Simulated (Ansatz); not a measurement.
# Al3InAs4: the cost of one run

Method: DFT PBE, scalar-relativistic, plane waves, PAW, in Ansatz 0.2.0.

### Step 1. Starting point

The structure is tetragonal, space group P-4m2 (No. 115). The conventional cell has a = 3.901 Å, b = 3.901 Å, c = 11.032 Å, α = 90.00°, β = 90.00°, γ = 90.00°. Al (site symmetry 2mm) has 4 As at 2.39 Å as nearest neighbours. Al (site symmetry -4m2) has 4 As at 2.39 Å as nearest neighbours. In (site symmetry -4m2) has 4 As at 2.39 Å as nearest neighbours. Around As (site symmetry 2mm) lie 2 Al at 2.39 Å and 2 In at 2.39 Å. Around As (site symmetry 2mm) lie 4 Al at 2.39 Å.

Structure file:

```
Al In As
1.0
     3.90053    0.00000    0.00000
     0.00000    3.90053    0.00000
     0.00000    0.00000   11.03235
Al In As
3 1 4
Direct
  0.50000 0.50000 0.25000
  0.00000 0.00000 0.50000
  0.50000 0.50000 0.75000
  0.00000 0.00000 0.00000
  0.50000 0.00000 0.12500
  0.00000 0.50000 0.37500
  0.50000 0.00000 0.62500
  0.00000 0.50000 0.87500
```

The start is an ordering of an alloy on its end members' structure types: elements ordered on the sites of the InAs type, Al/In on In (P-4m2, No. 115).

### Step 2. A first look at the guess

input.yaml

```yaml
crystal:
  lattice:
    - [3.9005255, 0.0, 0.0]
    - [0.0, 3.9005255, 0.0]
    - [0.0, 0.0, 11.03235213]
  atoms:
    - { symbol: Al, position: [0.5, 0.5, 0.25] }
    - { symbol: Al, position: [0.0, 0.0, 0.5] }
    - { symbol: Al, position: [0.5, 0.5, 0.75] }
    - { symbol: In, position: [0.0, 0.0, 0.0] }
    - { symbol: As, position: [0.5, 0.0, 0.125] }
    - { symbol: As, position: [0.0, 0.5, 0.375] }
    - { symbol: As, position: [0.5, 0.0, 0.625] }
    - { symbol: As, position: [0.0, 0.5, 0.875] }
basis:
  ecutwfc: 420
kpoints:
  mp_grid: { grid: [4, 4, 2] }
hamiltonian:
  xc: pbe
scf:
  occupations: { method: gaussian, width: 0.1 }
  lower_state_search: "off"
output:
  forces: true
  stress: true
  eigenvalues: true
```

On the command line:

```bash
> ansatz run input.yaml --threads 1 --pin off --max-ram 2560MiB --backend cpu --events-out ev --progress --plain --runs-dir out
```

Q: Estimate wall time and peak memory on 1 thread of Intel Xeon at 2.50GHz (Skylake/Cascade Lake), shared host.

About 13 s, with a peak of 0.42 GiB.
